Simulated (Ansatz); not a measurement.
# C₁₄H₁₈Os: up Jacob's ladder to CCSD(T)

The task here is to estimate one member of a computed series from the others.

The runs use Ansatz 0.2.0, Gaussian basis; functionals in def2-TZVPP, the program's frozen cores in correlated methods.

Plan: LDA (SPW92), PBE-D4, revPBE-D4, BLYP-D4, r2SCAN-D4, B97M-V, PBE0-D4, B3LYP-D4, r2SCANh-D4, r2SCAN0-D4, HSE06-D4, BHLYP-D4, CAM-B3LYP-D4, LC-ωPBE, ωB97X-V, ωB97M-V, B2PLYP, PBE-QIDH; CCSD(T)/def2-SVP; CCSD(T)/def2-TZVPP; MP2/def2-QZVPP; extrapolation to the limit; RPA on PBE.

## The relaxed structure

An earlier PBE0-D4 in a triple-zeta def2 set relaxation fixed the geometry. Os takes the def2 core potential; no spin-orbit term is included.

SMILES `CC[C@@]12[C@H]3[C@H]4[C@H]5[C@@H]1[Os]45321678[C@@H]2[C@H]1[C@H]6[C@@]7(CC)[C@@H]28`, 33 atoms, charge 0, spin multiplicity 1.

Atoms are counted from 1 here; the program's logs count them from 0.

Bond lengths: C1–C2 1.525 Å, C1–H16 1.093 Å, C1–H17 1.093 Å, C1–H18 1.093 Å, C2–C3 1.492 Å, C2–H19 1.094 Å, C2–H20 1.094 Å, C3–C4 1.431 Å, C3–C7 1.431 Å, C3–Os8 2.186 Å, C4–C5 1.428 Å, C4–Os8 2.182 Å, C4–H21 1.080 Å, C5–C6 1.428 Å, C5–Os8 2.183 Å, C5–H22 1.079 Å, C6–C7 1.428 Å, C6–Os8 2.183 Å and more. Angles: C2–C1–H16 111.1°, C2–C1–H17 111.0°, C2–C1–H18 111.0°, H16–C1–H17 108.0°, H16–C1–H18 108.0°, H17–C1–H18 107.6°, C1–C2–C3 112.2°, C1–C2–H19 109.9°, C1–C2–H20 109.9°, C3–C2–H19 109.1°, C3–C2–H20 109.1°, H19–C2–H20 106.4°, C2–C3–C4 126.4°, C2–C3–C7 126.3°, C2–C3–Os8 128.1°, C4–C3–C7 107.1°, C4–C3–Os8 70.7°, C7–C3–Os8 70.6° and more.

The first run:

File in.yaml:

```yaml
crystal:
  periodic: [false, false, false]
  atoms:
    - {symbol: C, position_ang: [-4.288816, -0.648735, 1.036114]}
    - {symbol: C, position_ang: [-2.809317, -1.008181, 1.120598]}
    - {symbol: C, position_ang: [-1.975555, -0.184293, 0.197000]}
    - {symbol: C, position_ang: [-1.695753, -0.470809, -1.177120]}
    - {symbol: C, position_ang: [-0.960983, 0.620837, -1.730906]}
    - {symbol: C, position_ang: [-0.785739, 1.596166, -0.702817]}
    - {symbol: C, position_ang: [-1.411289, 1.100088, 0.481321]}
    - {symbol: Os, position_ang: [0.188811, -0.261184, -0.097751]}
    - {symbol: C, position_ang: [1.128714, -1.724038, 1.218984]}
    - {symbol: C, position_ang: [1.377752, -2.090552, -0.137607]}
    - {symbol: C, position_ang: [2.124752, -1.037142, -0.746940]}
    - {symbol: C, position_ang: [2.342636, -0.009399, 0.225568]}
    - {symbol: C, position_ang: [3.154004, 1.234188, 0.058359]}
    - {symbol: C, position_ang: [3.137707, 1.808909, -1.347369]}
    - {symbol: C, position_ang: [1.722063, -0.444167, 1.439757]}
    - {symbol: H, position_ang: [-4.882547, -1.261997, 1.718229]}
    - {symbol: H, position_ang: [-4.671038, -0.801584, 0.024020]}
    - {symbol: H, position_ang: [-4.451641, 0.400104, 1.295403]}
    - {symbol: H, position_ang: [-2.451259, -0.871641, 2.145014]}
    - {symbol: H, position_ang: [-2.669422, -2.066414, 0.882148]}
    - {symbol: H, position_ang: [-2.000340, -1.362395, -1.704864]}
    - {symbol: H, position_ang: [-0.613323, 0.701687, -2.749340]}
    - {symbol: H, position_ang: [-0.287616, 2.548027, -0.806079]}
    - {symbol: H, position_ang: [-1.465332, 1.610629, 1.431411]}
    - {symbol: H, position_ang: [0.598316, -2.314601, 1.950213]}
    - {symbol: H, position_ang: [1.069397, -3.007743, -0.615308]}
    - {symbol: H, position_ang: [2.473392, -1.024823, -1.768026]}
    - {symbol: H, position_ang: [2.790306, 1.982050, 0.769137]}
    - {symbol: H, position_ang: [4.189642, 1.015842, 0.349135]}
    - {symbol: H, position_ang: [2.114403, 2.024252, -1.661774]}
    - {symbol: H, position_ang: [3.718728, 2.732258, -1.397117]}
    - {symbol: H, position_ang: [3.567812, 1.111526, -2.070071]}
    - {symbol: H, position_ang: [1.721512, 0.103127, 2.370678]}
basis:
  gaussian: {orbitals: def2-TZVPP}
hamiltonian: {xc: lda}
output: {orbitals: {seedname: orbitals}}
```

Steps of the session up to this table: LDA; PBE-D4 (GGA); revPBE-D4 (GGA); BLYP-D4 (GGA); r2SCAN-D4 (meta-GGA); B97M-V (meta-GGA); PBE0-D4 (hybrid); B3LYP-D4 (hybrid); r2SCANh-D4 (hybrid); r2SCAN0-D4 (hybrid); HSE06-D4 (hybrid); BHLYP-D4 (hybrid); CAM-B3LYP-D4 (range-separated); LC-ωPBE (range-separated); ωB97X-V (range-separated); ωB97M-V (range-separated); B2PLYP (double hybrid); PBE-QIDH (double hybrid).

One table of the session follows, with a row left open; its other results are not shown here.

It belongs to the step «Frontier levels by functional». 

```
  functional  HOMO (eV)  LUMO (eV)  gap (eV)
 LDA (SPW92)      -4.72      -0.22      4.49
      PBE-D4      -4.51       0.03      4.54
   revPBE-D4      -4.43       0.13      4.56
     BLYP-D4      -4.35       0.15      4.51
   r2SCAN-D4      -4.71       0.33      5.04
      B97M-V      -4.72       0.29      5.01
     PBE0-D4      -5.72       0.95      6.68
    B3LYP-D4      -5.49       0.67      6.16
  r2SCANh-D4      -5.17       0.73      5.90
  r2SCAN0-D4          ?          ?         ?
    HSE06-D4      -5.33       0.59      5.92
    BHLYP-D4      -6.70       1.54      8.24
CAM-B3LYP-D4      -7.00       1.69      8.69
     LC-ωPBE      -8.30       2.88     11.18
     ωB97X-V      -8.00       2.65     10.65
     ωB97M-V      -8.00       2.16     10.16
```

Q: Estimate the row for r2SCAN0-D4 from the others.

Worked estimate for «HOMO (eV)». Against the share of exact exchange, r2SCAN-D4 (0, -4.71), r2SCANh-D4 (0.1, -5.17) give a slope of -4.60 per unit share; at 0.25 the line stands at -5.86.

As computed: HOMO (eV): -5.85; LUMO (eV): 1.30; gap (eV): 7.15. In «HOMO (eV)» the line misses by -0.01.
